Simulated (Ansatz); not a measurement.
# AlGeH2+ (triplet): wave-function methods side by side, cc-pVDZ

How much of the correlation energy of AlGeH2+ (triplet) does each wave-function method recover here?

Method: cc-pVDZ, core rule «outside noble gas», up to 19 orbitals frozen; program: Ansatz 0.2.0, Gaussian basis.

To be run: UHF; CCSD(T) on ROHF; CCSD(T) on UHF; BCCD(T) on ROHF; CISD; CCSDT(Q) on ROHF; CCSDT(Q) on UHF; CASSCF and MRCISD+Q, 8 electrons in 10 orbitals; CASSCF and NEVPT2, 8 electrons in 10 orbitals.

23 further runs of the same task are left out: 2 for a known fault of the program, 9 that didn't finish, 12 set aside as unsound or not needed.

**1. The system**

The geometry is a PBE0/def2-TZVP stationary point (not a proven minimum) of the parent state, kept for this charge and spin. No spin-orbit coupling is included. The filled d shell of Ge may be among the frozen orbitals whatever the setting's name suggests; the logs give the count.

4 atoms, charge 1, spin multiplicity 3.

Atoms are counted from 1 here; the program's logs count them from 0.

Bond lengths: Ge1–Al2 2.591 Å, Ge1–H3 1.715 Å, Al2–H3 1.819 Å, Al2–H4 1.618 Å. Angles: Al2–Ge1–H3 44.4°, Ge1–Al2–H3 41.3°, Ge1–Al2–H4 102.7°, H3–Al2–H4 144.0°, Ge1–H3–Al2 94.3°.

**2. UHF**

in.yaml reads:

```yaml
crystal:
  periodic: [false, false, false]
  atoms:
    - {symbol: Ge, position_ang: [0.000000, -0.029427, 0.728639]}
    - {symbol: Al, position_ang: [0.000000, 0.088406, -1.859750]}
    - {symbol: H, position_ang: [0.000000, 1.225864, -0.440379]}
    - {symbol: H, position_ang: [0.000000, -1.471647, -2.287408]}
basis:
  gaussian: {orbitals: cc-pVDZ}
total_charge: 1
magnetization: {spin_polarized: true, initial_magnetization: 2}
hamiltonian: {xc: hf}
output: {orbitals: {seedname: orbitals}}
```

The run is started by

```sh
$ ansatz run in.yaml --threads 1 --pin off --events-out ev --progress --plain --max-ram 2393MiB
```

After this run come: CCSD(T) on ROHF; CCSD(T) on UHF; BCCD(T) on ROHF; CISD; CCSDT(Q) on ROHF; CCSDT(Q) on UHF; CASSCF and MRCISD+Q, 8 electrons in 10 orbitals; CASSCF and NEVPT2, 8 electrons in 10 orbitals.

**Question.** What will the summary of the whole plan be? Wanted: UCCSDT(Q) from the RHF energy; RMP2 from UCCSDT(Q); UMP2 from UCCSDT(Q); RCCSD from UCCSDT(Q); RCCSD(T) from UCCSDT(Q); UCCSD(T) from UCCSDT(Q); RCCSDT(Q) from UCCSDT(Q); NEVPT2 valence from UCCSDT(Q); MRCISD+Q valence from UCCSDT(Q).

**Answer**, as computed:

| quantity | value |
| --- | --- |
| UCCSDT(Q) from the ROHF energy | -4.1932 eV |
| RMP2 from UCCSDT(Q) | +1098.8 meV |
| UMP2 from UCCSDT(Q) | +1117.1 meV |
| RCCSD from UCCSDT(Q) | +224.4 meV |
| RCCSD(T) from UCCSDT(Q) | +61.6 meV |
| UCCSD(T) from UCCSDT(Q) | +56.8 meV |
| RCCSDT(Q) from UCCSDT(Q) | +7.1 meV |
| NEVPT2 valence from UCCSDT(Q) | +775.6 meV |
| MRCISD+Q valence from UCCSDT(Q) | +193.6 meV |
| levels within 1 kcal/mol (43 meV) | RCCSDT, UCCSDT, RCCSDT(Q) |
| T1 diagnostic | 0.032 |
| effectively unpaired electrons | 2.05 |

In words: RCCSD(T) lands +61.6 meV from the yardstick (1.5 % of the correlation energy). One determinant dominates. Of the multireference levels listed MRCISD+Q valence comes nearest in total energy (+193.6 meV), which doesn't show that its space is the better one. Coupled cluster took another determinant than the lowest Hartree-Fock one. These misses are within one basis, not against nature; the frozen cores of restricted and unrestricted runs differ, which can shift their rows.

With open shells the CI space here admits some triples and quadruples, so it is larger than plain CISD.
